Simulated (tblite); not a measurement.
# C5H5BCl2O2: the cost of one run

The runs use tblite 0.8.0 and PySCF 2.14.0, with density-fitted response routines of our own; the level of theory stands in each step. All values are computed, except where a source is named. Atoms are numbered from 0 throughout.

## 1. The molecule as given

15 atoms, charge 0, multiplicity 1; geometry from: force field or distance geometry start.

Bonds of the start (Å): C0–C1 1.32, C1–C2 1.49, C2–B3 1.57, B3–Cl4 1.87, B3–Cl5 1.85, C1–C6 1.46, C6–O7 1.27, C6–C8 1.44, C8–O9 1.26, C0–H10 1.11, C0–H11 1.07, C2–H12 1.10, C2–H13 1.11, C8–H14 1.09.

## 2. Optimising the geometry with GFN2-xTB

What the job is given:

```
{"job": {"kind": "relax", "xc": "GFN2-xTB", "basis": "xTB"}, "charge": 0, "multiplicity": 1}
C      0.258600     1.575700     0.741200
C      0.097000     0.494200    -0.000700
C     -1.226500     0.298600    -0.646200
B     -1.936900    -1.022500    -0.188100
Cl    -3.361600    -0.932800     1.025100
Cl    -1.870400    -2.451900    -1.353500
C      1.128900    -0.512200    -0.199300
O      0.805900    -1.497100    -0.934000
C      2.455800    -0.509900     0.347600
O      2.941500     0.373100     1.096100
H     -0.603100     2.272100     0.825000
H      1.151200     1.836800     1.272400
H     -1.029100     0.299800    -1.729000
H     -1.927900     1.122100    -0.377600
H      3.112200    -1.338200     0.099000
```

On the command line:

```bash
$ OMP_NUM_THREADS=1 python probes_run.py task.json out
```

The driver reads the jobs from task.json and runs them one after another.

Q: Estimate the wall time and peak memory of this first job on 1 thread of Arm Neoverse V1, shared host.

About 1.8 s, with a peak of 0.18 GiB.
